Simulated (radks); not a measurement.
# Exchange and kinetic functionals tested on atomic densities: Ga²⁺, Lu³⁺, Cd, K, Lu⁺, Al³⁺

One table from this session's results is given with a row withheld; the runs are named, their logs left out.

Method: non-relativistic Kohn-Sham, LDA (Slater exchange, Perdew-Wang correlation), spin-polarised, spherical densities, point nucleus; open shells are filled with parallel spins first. Code: radks (a radial shooting solver on a logarithmic mesh, Libxc functionals) version 1.

## Starting point

| Item | Value |
| --- | --- |
| species | Ga²⁺ ([Ar] 3d10 4s1), Lu³⁺ ([Xe] 4f14), Cd ([Kr] 4d10 5s2), K ([Ar] 4s1), Lu⁺ ([Xe] 4f14 6s2), Al³⁺ ([Ne]) |

Set-up of the first run:

Settings of this run:

```text
Z 31
configuration [Ar] 3d10 4s1
relativity non-relativistic
functional lda,pw
spin polarised
nucleus point
```

Steps of the session up to this table: Ga²⁺, [Ar] 3d10 4s1.

One of the session's tables, all rows but one given; the rest of the session is left out.

It belongs to the step «Ga²⁺, [Ar] 3d10 4s1». Sizes of the orbitals, from the radial functions (bohr):

```
  level     <r>  outermost maximum (interpolated)  90 % within  nodes
  3s up  0.6642                             0.574        0.996      2
3s down  0.6638                             0.574        0.995      2
  3p up  0.6849                             0.571         1.06      1
3p down  0.6841                             0.571         1.05      1
  3d up  0.7981                             0.530         1.37      0
3d down  0.7907                             0.530         1.35      0
  4s up       ?                                 ?            ?      ?
4s down   2.096                              1.79         3.11      3
```

Estimate the missing values for 4s up.

As computed: <r>: 2.087; outermost maximum (interpolated): 1.80; 90 % within: 3.08; nodes: 3. In the column «<r>» it lies between 3d up (0.7981) and 4s down (2.096).
